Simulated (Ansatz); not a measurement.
# Ca: the crystal squeezed far

Aim: compress Ca (diamond type) step by step, far beyond the usual range, and follow pressure and electronic structure. The runs shown use PAW. Its runs: cell relaxed at zero pressure (PAW); volume scaled by 1 (PAW); volume scaled by 0.95 (PAW); volume scaled by 0.85 (PAW); volume scaled by 0.75 (PAW); volume scaled by 0.65 (PAW); volume scaled by 0.55 (PAW); volume scaled by 0.45 (PAW and PAW (source ansatz)); volume scaled by 0.4 (PAW and PAW (cutoff 300 eV)).

Program: Ansatz 0.2.0. Level of theory: DFT PBEsol, with the methods named in each step. These are calculated values, not measurements.

1 further run of the same task is left out (it didn't finish).

## Step 1: The system as given

Symmetry: Fd-3m, No. 227, cubic system. The conventional cell has a = 7.405 Å, b = 7.405 Å, c = 7.405 Å, α = 90.00°, β = 90.00°, γ = 90.00°. Ca (site symmetry -43m) is surrounded by 4 Ca at 3.21 Å.

Coordinates:

```
Ca
1.0
     0.00000    3.70245    3.70245
     3.70245    0.00000    3.70245
     3.70245    3.70245    0.00000
Ca
2
Direct
  0.87500 0.87500 0.87500
  0.12500 0.12500 0.12500
```

Whether this phase is the stable one at these pressures isn't tested.

Atoms are numbered in the order of the input: Ca1, Ca2.

## Step 2: Cell relaxed at zero pressure, PAW

Input file input.yaml:

```yaml
crystal:
  lattice:
    - [0.0, 3.7024515042, 3.7024515042]
    - [3.7024515042, 0.0, 3.7024515042]
    - [3.7024515042, 3.7024515042, 0.0]
  atoms:
    - { symbol: Ca, position: [-0.125, -0.125, -0.125] }
    - { symbol: Ca, position: [0.125, 0.125, 0.125] }
kpoints:
  mp_grid: { grid: [9, 9, 9] }
scf:
  occupations: { method: fermi_dirac, width: 0.05 }
hamiltonian:
  xc: pbesol
  pseudopotentials: { kind: paw }
output:
  forces: true
  stress: true
relax:
  f_tol: 0.005
  max_steps: 40
  cell: {}
```

Launch:

```sh
> ansatz run input.yaml --threads 1 --pin off --max-ram 2048MiB --backend cpu --events-out ev --progress --plain --runs-dir out
```

The runs that follow: Volume scaled by 1, PAW; Volume scaled by 0.95, PAW; Volume scaled by 0.85, PAW; Volume scaled by 0.75, PAW; Volume scaled by 0.65, PAW; Volume scaled by 0.55, PAW; Volume scaled by 0.45, PAW; Volume scaled by 0.45, PAW (source ansatz); Volume scaled by 0.4, PAW; Volume scaled by 0.4, PAW (cutoff 300 eV).

Before running it: what results should come out? Wanted: PAW pressure at 0.4 of the volume; fitted bulk modulus at zero pressure.

The runs gave:

| quantity | value |
| --- | --- |
| PAW pressure at 0.4 of the volume | 4.9 GPa |
| PAW (cutoff 300 eV) pressure at 0.4 of the volume | 5.0 GPa |
| fitted bulk modulus at zero pressure (PAW) | 2.7 GPa |
| its pressure derivative | 2.92 |

At 0.4 of the starting volume PAW gives 4.9 GPa. A third-order Birch-Murnaghan curve fits the range only roughly (B₀ = 2.7 GPa, B′ = 2.92, misfit at most 0.16 GPa). A fit over so wide a range leans to the high pressures, so B₀ can be off by several per cent. No all-electron run checks these rows here, and frozen cores can fail under such compression. The ions are at rest, and the electrons smeared by 0.05 eV.
